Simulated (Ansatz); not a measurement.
## BrClHSi, SMILES Cl[SiH]Br: a relaxed scan of one distance

Run with Ansatz's Python interface.

The script, `relaxed_scan.py`:
```python
'''One bond of BrClHSi held at set lengths while the rest relaxes.'''

import ansatz as az
import numpy as np


def main() -> None:
    geometry = (
        az.Crystal.molecule()
        .atom('Cl', (-1.7106, -0.2501, -0.6584))
        .atom('Si', (-0.1124, 0.2067, 0.472))
        .atom('Br', (1.2961, -1.4628, 0.2645))
        .atom('H', (0.5824, 1.446, -0.0984))
    )

    calc = geometry.calculation().basis(gaussian='def2-SVP').functional('pbe').spin('collinear', total=1)
    symbols = [site.symbol for site in geometry.cartesian_sites]
    pairs = [(0, 1), (1, 2), (1, 3)]
    print('held (A)   E (eV)        ', '  '.join(f'{symbols[i]}{i}-{symbols[j]}{j}' for i, j in pairs))
    for length in [1.41, 1.53, 1.65, 1.84, 2.07]:
        summary = calc.relax(constraints=[az.DistanceConstraint((1, 3), at=length)], force_tolerance=0.02, max_steps=60).run(threads=1).report
        xyz = np.array(summary['positions_ang'])
        print(f'{length:6.2f} {summary["free_energy_ev"]:14.5f}  ', '  '.join(f'{np.linalg.norm(xyz[i] - xyz[j]):.3f}' for i, j in pairs))


if __name__ == '__main__':
    main()
```

```console
$ python relaxed_scan.py
held (A)   E (eV)         Cl0-Si1  Si1-Br2  Si1-H3
DeckWarning: relax.constraints: the input's atoms, or those drawn, lie off the distances that are held; a relaxation that starts there is brought onto them ahead of its first SCF, by positions alone, [...]
  1.41   -90429.30493   2.083  2.242  1.410
  1.53   -90429.39944   2.084  2.243  1.530
  1.65   -90429.28232   2.084  2.244  1.650
  1.84   -90428.88778   2.085  2.246  1.840
  2.07   -90428.32017   2.087  2.251  2.070
```
(Warnings from the package without file and line, shortened, repeats left out.)

Reading the output:
- Total energies depend on the basis set; only differences at equal settings carry meaning.
- The energies are electronic: no zero-point or thermal terms, and the basis set is short of its limit.
- The run takes the species as open-shell (spin multiplicity 2), which needn't be its ground state.
- Finished in 66 s on 1 thread of Arm Neoverse V2, on a shared host, peak memory 0.22 GiB.
